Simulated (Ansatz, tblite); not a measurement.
# PbH4 (H₄Pb): removing an electron

The task here is to estimate one member of a computed series from the others.

Program: Ansatz 0.2.0, Gaussian basis. Level of theory: as each input shows. These are calculated values, not measurements.

The runs, in order: charge +1 doublet, at the geometry of the singlet (PBE0-D4/def2-TZVP, PBE-D4/def2-TZVP, r2SCAN-D4/def2-TZVP, CCSD(T)/def2-TZVPP); charge +1 doublet, relaxed (PBE0-D4/def2-TZVP, PBE-D4/def2-TZVP); the starting singlet's energies come from earlier runs.

### The relaxed structure

The singlet was relaxed beforehand with PBE0-D4/def2-TZVP.

5 atoms, charge 0, spin multiplicity 1.

Atoms are counted from 1 here; the program's logs count them from 0.

Bond lengths: Pb1–H2 1.749 Å, Pb1–H3 1.749 Å, Pb1–H4 1.749 Å, Pb1–H5 1.749 Å. Angles: H2–Pb1–H3 109.5°, H2–Pb1–H4 109.5°, H2–Pb1–H5 109.5°, H3–Pb1–H4 109.5°, H3–Pb1–H5 109.5°, H4–Pb1–H5 109.5°.

Pb takes a core potential in the def2 sets. No spin-orbit coupling is included.

Set-up of the first run:

in.yaml

```yaml
crystal:
  periodic: [false, false, false]
  atoms:
    - {symbol: Pb, position_ang: [-0.000070, 0.000059, 0.000058]}
    - {symbol: H, position_ang: [0.010990, -0.018500, 1.748671]}
    - {symbol: H, position_ang: [1.644963, 0.010735, -0.593121]}
    - {symbol: H, position_ang: [-0.831942, 1.431591, -0.562754]}
    - {symbol: H, position_ang: [-0.823941, -1.423886, -0.592864]}
basis:
  gaussian: {orbitals: def2-TZVP}
total_charge: 1
magnetization: {spin_polarized: true, initial_magnetization: 1}
hamiltonian: {xc: pbe0, dispersion: d4}
output: {orbitals: {seedname: orbitals}}
```

Started as:

```console
$ ansatz run in.yaml --threads 4 --pin off --events-out ev --progress --plain --max-ram 3916MiB
```

Steps of the session up to this table: Charge +1 doublet at the fixed geometry, PBE0-D4/def2-TZVP; Charge +1 doublet at the fixed geometry, PBE-D4/def2-TZVP; Charge +1 doublet at the fixed geometry, r2SCAN-D4/def2-TZVP; Charge +1 doublet at the fixed geometry, CCSD(T)/def2-TZVPP.

One table of the session follows, with a row left open; its other results are not shown here.

It belongs to the step «Vertical ionisation energy». 

| method | vertical ionisation energy (eV) |
| --- | --- |
| HF/def2-TZVPP | 10.50 |
| PBE-D4/def2-TZVP | 11.07 |
| r2SCAN-D4/def2-TZVP | 11.12 |
| PBE0-D4/def2-TZVP | 11.19 |
| MP2/def2-TZVPP | ? |
| CCSD/def2-TZVPP | 11.29 |
| CCSD(T)/def2-TZVPP | 11.29 |

Q: Estimate the row for MP2/def2-TZVPP from the others.

The run gave: vertical ionisation energy (eV): 11.26. In the column «vertical ionisation energy (eV)» it lies between PBE0-D4/def2-TZVP (11.19) and CCSD/def2-TZVPP (11.29).
